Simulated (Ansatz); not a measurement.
# One shape, several levels: SnSe (SMILES [Se][Sn])

We compute a comparison of 6 runs (PBE/STO-3G, UB3LYP/STO-3G, UPBE0/STO-3G, RPA@PBE/STO-3G, BCCD(T)/STO-3G, UCCSD(T)/STO-3G) of SnSe. 

The results are computed with Ansatz 0.2.0.

53 further runs of the same task are left out: 14 that didn't finish, 39 set aside as unsound or not needed.

**1. Starting point**

SnSe: 2 atoms, total charge 0, spin state singlet. As SMILES, `[Se][Sn]`. The Sn2–Se1 distance was set to 2.923 Å, away from the relaxed value.

Bond lengths: Se1–Sn2 2.923 Å.

**2. A single-point energy at PBE/STO-3G (run 1)**

The input, run.yaml:

```yaml
crystal:
  periodic: [false, false, false]
  atoms:
    - symbol: Se
      position_ang: [0.000000, 0.000000, -0.584560]
    - symbol: Sn
      position_ang: [0.000000, 0.000000, 2.338340]
basis:
  gaussian:
    orbitals: STO-3G
magnetization:
  spin_polarized: false
hamiltonian:
  xc: {name: PBE}
accuracy: high
```

Run with:

```sh
$ ansatz run run.yaml --threads 1 --pin off --max-ram 2610MiB --events-out events.jsonl --progress --plain --runs-dir runs
```

Output:

```text
Warning: RAYON_NUM_THREADS=1 ignored (pool sized by the plan → 1); use --threads N
Functional definition: PBE
  name "PBE"
  parameter kappa = 0.804
  parameter beta = 0.06672455060314922
  exchange = pbe_x(kappa = kappa, mu = beta*pi^2/3)
  correlation = pbe_c(beta = beta)
687 factors; integrals over basis functions are off by at most 9.5e-9 eV
mean field evaluation 1: about -226909.6973 eV, gradient 2.7e1 eV
mean field evaluation 2: about -226815.5844 eV, gradient 5.7e1 eV
mean field evaluation 4: about -226903.9499 eV, gradient 3.0e1 eV
mean field evaluation 8: about -226918.4271 eV, gradient 8.4e-2 eV
mean field evaluation 16: about -226909.1362 eV, gradient 3.4e1 eV
mean field evaluation 32: about -226910.9426 eV, gradient 1.2e-1 eV
mean field -226918.42718434 eV, -8339.0983881903 hartree, gradient 3.4e-9 eV, S^2 0.000000; 4 other end points of the search recorded, 0 dependent functions left out
reference -226918.42718617 eV, -8339.0983882576 hartree; 42, 42 occupied and 3, 3 virtual orbitals, 687 factors
Total energy: -226918.42718617 eV, -8339.0983882576 hartree
```

Wall time 4.2 s (1 thread of Arm Neoverse V1, shared host); peak memory 0.1 GiB.

**3. A single-point energy at UB3LYP/STO-3G (run 2)**

The input, job.yaml:

```yaml
crystal:
  periodic: [false, false, false]
  atoms:
    - {symbol: Se, position_ang: [0.000000, 0.000000, -0.584560]}
    - {symbol: Sn, position_ang: [0.000000, 0.000000, 2.338340]}
basis:
  gaussian: {orbitals: STO-3G}
magnetization: {spin_polarized: true}
hamiltonian: {xc: {name: B3LYP}}
accuracy: high
```

Run with:

```sh
$ ansatz run job.yaml --threads 1 --pin off --max-ram 2610MiB --events-out events.jsonl --progress --plain --runs-dir runs
```

Output:

```text
Warning: RAYON_NUM_THREADS=1 ignored (pool sized by the plan → 1); use --threads N
Functional definition: B3LYP
  name "B3LYP"
  parameter a0 = 0.2
  parameter ax = 0.72
  parameter ac = 0.81
  exchange = (1 - a0 - ax)*slater_x + ax*b88_x + a0*exact_x
  correlation = (1 - ac)*vwn_rpa_c + ac*lyp_c
687 factors; integrals over basis functions are off by at most 9.5e-9 eV
mean field evaluation 1: about -226936.8579 eV, gradient 1.9e1 eV
mean field evaluation 2: about -226847.3412 eV, gradient 4.5e1 eV
mean field evaluation 4: about -226938.5882 eV, gradient 1.8e1 eV
mean field evaluation 8: about -226938.5848 eV, gradient 1.8e1 eV
mean field evaluation 16: about -226944.3364 eV, gradient 9.3e0 eV
mean field evaluation 32: about -226945.2585 eV, gradient 2.7e0 eV
mean field -226945.67995685 eV, -8340.0999091074 hartree, gradient 2.1e-8 eV, S^2 0.489292; 5 other end points of the search recorded, 0 dependent functions left out
reference -226945.67998500 eV, -8340.0999101419 hartree; 42, 42 occupied and 3, 3 virtual orbitals, 687 factors
Total energy: -226945.67998500 eV, -8340.0999101419 hartree
```

It took 6.6 s on 1 thread of Arm Neoverse V1, shared host; peak memory 0.23 GiB.

Runs 3 to 5 aren't shown in full; the table further down has their settings and results.

**4. A single-point energy at UCCSD(T)/STO-3G (run 6)**

The input, in.yaml:

```yaml
crystal:
  periodic: [false, false, false]
  atoms:
    - {symbol: Se, position_ang: [0.000000, 0.000000, -0.584560]}
    - {symbol: Sn, position_ang: [0.000000, 0.000000, 2.338340]}
basis:
  gaussian:
    orbitals: STO-3G
magnetization:
  spin_polarized: true
  initial_magnetization: 0
correlation:
  method: ccsd_t
  frozen_orbitals: {Se: 9, Sn: 18}
accuracy: high
scf:
  omitted_lower_state_checks: [cluster_reference, increment]
```

Run with:

```sh
$ ansatz run in.yaml --threads 1 --pin off --max-ram 2610MiB --events-out events.jsonl --progress --plain --runs-dir runs
```

Output:

```text
Warning: RAYON_NUM_THREADS=1 ignored (pool sized by the plan → 1); use --threads N
[... 21 lines left out ...]
27 core orbitals not correlated: weight in the atoms' cores, before any rotation towards them, 1.000 or more for the frozen orbitals, at most 0.000 for the correlated occupied ones
[... 54 lines left out ...]
WARN: these amplitudes may be one of several solutions (largest doubles amplitude 0.51, level shift 0.00 eV)
Total energy: -226857.60149472 eV, -8336.8630853257 hartree
Checks for a lower state left out: cluster_reference, increment
```

Run time: 14 s. Hardware: 1 thread of Arm Neoverse V1, shared host; peak memory 0.17 GiB.

**5. The series**

```csv
run,level,frozen core orbitals,energy (Eh),wall time
1,PBE/STO-3G,–,-8339.098388,4.2 s
2,UB3LYP/STO-3G,–,-8340.099910,6.6 s
3,UPBE0/STO-3G,–,-8339.625953,14 s
4,RPA@PBE/STO-3G,27,-8336.907214,6.9 s
5,BCCD(T)/STO-3G,27,-8336.865567,3.3 s
6,UCCSD(T)/STO-3G,27,-8336.863085,14 s
```

**6. Outcome**

| quantity | value |
| --- | --- |
| run 6: total energy | -8336.86309 Eh |
| run 6: correlation energy (27 core orbitals frozen) | -59.4 mEh |
| run 6: (T) correction | -4.70 mEh |
| run 6: ⟨S²⟩ of the reference determinant | 1.041 |
| run 6: T1 diagnostic | 0.087 |

In words: Totals of different functionals can't be ranked against each other. In runs 4, 5 the log says that unrestricted orbitals would lower the reference, so the values rest on an unstable closed-shell determinant (other closed-shell runs at this shape may share the fault). In runs 1, 2, 3, 4, 5, 6 the basis is minimal, so the values are rough. In runs 1, 2, 3, 4, 5, 6 relativity is left out where basis or elements ask for it. Spin contamination of the reference: run 6 ⟨S²⟩ = 1.04, run 3 ⟨S²⟩ = 0.59, run 2 ⟨S²⟩ = 0.49. Where it is this large, the reference is a mixture of spin states, and values that rest on it are in doubt. All runs together took 48 s, the longest 14 s.
